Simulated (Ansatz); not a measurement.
# CH10B2Si2: the cost of one run

Computed with Ansatz 0.2.0, Gaussian basis. Level: functionals in def2-TZVPP, the program's frozen cores in correlated methods.

The runs, in order: PBE-D4, r2SCAN-D4, PBE0-D4, B3LYP-D4, ωB97X-V, ωB97M-V, B2PLYP; CCSD(T)/def2-TZVPP; MP2/def2-QZVPP; extrapolation to the limit.

### Step 1. The relaxed structure

An earlier PBE0-D4 in a triple-zeta def2 set relaxation fixed the geometry.

SMILES `B[SiH](B)[SiH2]C`, 15 atoms, charge 0, spin multiplicity 1.

Atoms are counted from 1 here; the program's logs count them from 0.

Bond lengths: B1–Si2 1.977 Å, B1–H6 1.195 Å, B1–H7 1.197 Å, Si2–B3 1.977 Å, Si2–Si4 2.384 Å, Si2–H8 1.490 Å, B3–H9 1.195 Å, B3–H10 1.197 Å, Si4–C5 1.873 Å, Si4–H11 1.490 Å, Si4–H12 1.490 Å, C5–H13 1.092 Å, C5–H14 1.092 Å, C5–H15 1.093 Å. Angles: Si2–B1–H6 122.5°, Si2–B1–H7 119.1°, H6–B1–H7 118.3°, B1–Si2–B3 117.4°, B1–Si2–Si4 96.1°, B1–Si2–H8 116.8°, B3–Si2–Si4 97.1°, B3–Si2–H8 116.9°, Si4–Si2–H8 106.8°, Si2–B3–H9 122.6°, Si2–B3–H10 119.0°, H9–B3–H10 118.3°, Si2–Si4–C5 112.2°, Si2–Si4–H11 108.2°, Si2–Si4–H12 108.0°, C5–Si4–H11 110.6°, C5–Si4–H12 110.6°, H11–Si4–H12 107.1° and more.

### Step 2. PBE-D4 (GGA)

in.yaml reads:

```yaml
crystal:
  periodic: [false, false, false]
  atoms:
    - {symbol: B, position_ang: [-1.007638, 0.885267, 1.820038]}
    - {symbol: Si, position_ang: [0.351513, -0.483355, 1.387452]}
    - {symbol: B, position_ang: [2.120376, 0.151232, 0.772402]}
    - {symbol: Si, position_ang: [-0.525138, -1.042968, -0.757367]}
    - {symbol: C, position_ang: [-0.523393, 0.421206, -1.925268]}
    - {symbol: H, position_ang: [-1.881907, 0.694107, 2.612449]}
    - {symbol: H, position_ang: [-1.005533, 1.917992, 1.215589]}
    - {symbol: H, position_ang: [0.329272, -1.731689, 2.200906]}
    - {symbol: H, position_ang: [3.124565, -0.473910, 0.944360]}
    - {symbol: H, position_ang: [2.185717, 1.167598, 0.144319]}
    - {symbol: H, position_ang: [-1.909491, -1.562653, -0.572041]}
    - {symbol: H, position_ang: [0.291449, -2.159003, -1.312620]}
    - {symbol: H, position_ang: [0.490533, 0.794093, -2.081448]}
    - {symbol: H, position_ang: [-1.125248, 1.239153, -1.524930]}
    - {symbol: H, position_ang: [-0.936878, 0.132229, -2.894442]}
basis:
  gaussian: {orbitals: def2-TZVPP}
hamiltonian: {xc: pbe, dispersion: d4}
output: {forces: true, orbitals: {seedname: orbitals}}
```

Started as:

```
> ansatz run in.yaml --threads 4 --pin off --events-out ev --progress --plain --max-ram 10444MiB
```

**Question.** How long does this run take on 4 threads of Arm Neoverse V2, shared host, and how much memory does it need?

About 4 s, with a peak of 0.5 GiB.
